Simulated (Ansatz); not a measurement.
# CH₇AlSiSn: how energies converge with the basis set

Aim: see how fast density functionals converge with the basis set for CH₇AlSiSn.

Computed with Ansatz 0.2.0, Gaussian basis. Level: one geometry, several basis sets.

Levels to be run: PBE0-D4/def2-SVP; ωB97M-V/def2-SVP; PBE0-D4/def2-QZVPP; ωB97M-V/def2-QZVPP; the functionals' def2-TZVPP values are taken from earlier runs.

## 1. The geometry

An earlier PBE0-D4 in a triple-zeta def2 set relaxation fixed the geometry. Sn takes the def2 core potential; no spin-orbit term is included.

SMILES `[CH3][SnH]1[AlH][SiH2]1`, 11 atoms, charge 0, spin multiplicity 1.

Atoms are counted from 1 here; the program's logs count them from 0.

Bond lengths: C1–Sn2 2.148 Å, C1–H5 1.090 Å, C1–H6 1.090 Å, C1–H7 1.089 Å, Sn2–Al3 2.636 Å, Sn2–Si4 2.651 Å, Sn2–H8 1.721 Å, Al3–Si4 2.382 Å, Al3–H9 1.589 Å, Si4–H10 1.498 Å, Si4–H11 1.493 Å. Angles: Sn2–C1–H5 109.2°, Sn2–C1–H6 109.6°, Sn2–C1–H7 109.2°, H5–C1–H6 109.5°, H5–C1–H7 109.7°, H6–C1–H7 109.6°, C1–Sn2–Al3 134.5°, C1–Sn2–Si4 110.8°, C1–Sn2–H8 107.9°, Al3–Sn2–Si4 53.5°, Al3–Sn2–H8 116.2°, Si4–Sn2–H8 121.9°, Sn2–Al3–Si4 63.6°, Sn2–Al3–H9 139.4°, Si4–Al3–H9 145.6°, Sn2–Si4–Al3 62.9°, Sn2–Si4–H10 93.1°, Sn2–Si4–H11 137.6° and more.

Geometry (Å):

```mol
CH7AlSiSn
  3D, bonds by distance, orders not assigned

 11 11  0  0  0  0  0  0  0  0999 V2000
   -1.4209    1.4535   -0.6727 C   0  0
   -0.6977   -0.1803    0.5203 Sn  0  0
    1.5578   -0.6851    1.7879 Al  0  0
    1.5048   -1.2136   -0.5339 Si  0  0
   -2.0064    1.0598   -1.5031 H   0  0
   -2.0477    2.1038   -0.0622 H   0  0
   -0.5733    2.0185   -1.0574 H   0  0
   -2.0462   -1.1590    0.9519 H   0  0
    2.0586   -1.1413    3.2256 H   0  0
    1.8635    0.0596   -1.2366 H   0  0
    1.8728   -2.3730   -1.3990 H   0  0
  1  2  8  0
  2  3  8  0
  3  4  8  0
  1  5  8  0
  1  6  8  0
  1  7  8  0
  2  8  8  0
  3  9  8  0
  4 10  8  0
  4 11  8  0
  2  4  8  0
M  END
```

## 2. PBE0-D4 in def2-SVP

The input, in.yaml:

```yaml
crystal:
  periodic: [false, false, false]
  atoms:
    - {symbol: C, position_ang: [-1.420920, 1.453550, -0.672659]}
    - {symbol: Sn, position_ang: [-0.697699, -0.180338, 0.520263]}
    - {symbol: Al, position_ang: [1.557804, -0.685124, 1.787910]}
    - {symbol: Si, position_ang: [1.504831, -1.213599, -0.533859]}
    - {symbol: H, position_ang: [-2.006377, 1.059760, -1.503136]}
    - {symbol: H, position_ang: [-2.047669, 2.103807, -0.062178]}
    - {symbol: H, position_ang: [-0.573331, 2.018550, -1.057413]}
    - {symbol: H, position_ang: [-2.046235, -1.158963, 0.951897]}
    - {symbol: H, position_ang: [2.058617, -1.141268, 3.225577]}
    - {symbol: H, position_ang: [1.863475, 0.059567, -1.236598]}
    - {symbol: H, position_ang: [1.872805, -2.373042, -1.399003]}
basis:
  gaussian: {orbitals: def2-SVP}
hamiltonian: {xc: pbe0, dispersion: d4}
output: {orbitals: {seedname: orbitals}}
```

After this run come: ωB97M-V in def2-SVP; PBE0-D4 in def2-QZVPP; ωB97M-V in def2-QZVPP.

**Question.** What will the summary of the whole plan be? Wanted: PBE0-D4: double and triple zeta above quadruple; ωB97M-V: double and triple zeta above quadruple.

**Answer**, as computed:

| quantity | value |
| --- | --- |
| PBE0-D4: double and triple zeta above quadruple | 7.10, 0.56 eV |
| ωB97M-V: double and triple zeta above quadruple | 7.22, 0.55 eV |

**Reading.** PBE0-D4 gains 6.54 eV from double to triple zeta, then 0.56 eV more. Total energies overstate the basis error of differences, where much of it tends to cancel.
